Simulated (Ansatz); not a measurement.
# Hg: the cost of one run

Computed with Ansatz 0.2.0 (DFT PBE, scalar-relativistic, plane waves, PAW, unless a step's input says otherwise).

1 further run of the same task is left out (set aside as unsound or not needed).

### Step 1. The starting structure

The structure is tetragonal, space group P4/mmm (No. 123). Conventional cell: a = 3.191 Å, b = 3.191 Å, c = 29.827 Å, α = 90.00°, β = 90.00°, γ = 90.00°. Around Hg (site symmetry 4mm) lie 5 Hg at 3.19 to 3.32 Å.

Coordinates:

```cif
data_structure
_symmetry_space_group_name_H-M 'P4/mmm'
_symmetry_Int_Tables_number 123
_cell_length_a 3.1911
_cell_length_b 3.1911
_cell_length_c 29.8274
_cell_angle_alpha 90.000
_cell_angle_beta 90.000
_cell_angle_gamma 90.000
_cell_volume 303.74
loop_
_atom_site_label
_atom_site_type_symbol
_atom_site_symmetry_multiplicity
_atom_site_Wyckoff_symbol
_atom_site_fract_x
_atom_site_fract_y
_atom_site_fract_z
_atom_site_occupancy
Hg1 Hg 2 h 0.50000 0.50000 0.94431 1
```

The cell was relaxed beforehand at this level, from a generated guess; it needn't be the stable form of this composition. At a tolerance of 0.05 Å it has layer group p4/mmm (No. 61); it has 5.09 Å²/atom, an uncorrected energy of +0.08 eV/atom over the standard state.

It is a sheet, periodic along a and b, with vacuum along c; volumes and pressures of the box carry no meaning, and space groups named for it are those of the box.

### Step 2. Static run: bands, density of states and charges

The input, input.yaml:

```yaml
crystal:
  lattice:
    - [3.1911231538, 0.0, 0.0]
    - [0.0, 3.1911231538, 0.0]
    - [0.0, 0.0, 29.82744976]
  atoms:
    - { symbol: Hg, position: [0.5, 0.5, 0.2460502281] }
    - { symbol: Hg, position: [0.5, 0.5, 0.3574207406] }
  periodic: [true, true, false]
basis:
  ecutwfc: 420
kpoints:
  mp_grid: { grid: [16, 16, 1] }
  band_path:
    path: [[0.0, 0.0, 0.0], [0.0, 0.5, 0.0], [0.5, 0.5, 0.0], [0.0, 0.0, 0.0]]
    npoints: 14
hamiltonian:
  xc: pbe
scf:
  occupations: { method: gaussian, width: 0.1 }
  n_extra_bands: 6
output:
  forces: true
  stress: true
  eigenvalues: true
  populations: true
  dos: { projected: true, de: 0.02, nscf_kmesh: { grid: [20, 20, 1] } }
  bader: true
```

On the command line:

```bash
$ ansatz run input.yaml --threads 1 --pin off --max-ram 2048MiB --backend cpu --events-out ev --progress --plain --runs-dir out
```

Q: Estimate wall time and peak memory on 1 thread of Arm Neoverse V1, shared host.

About 56 s, with a peak of 0.67 GiB.
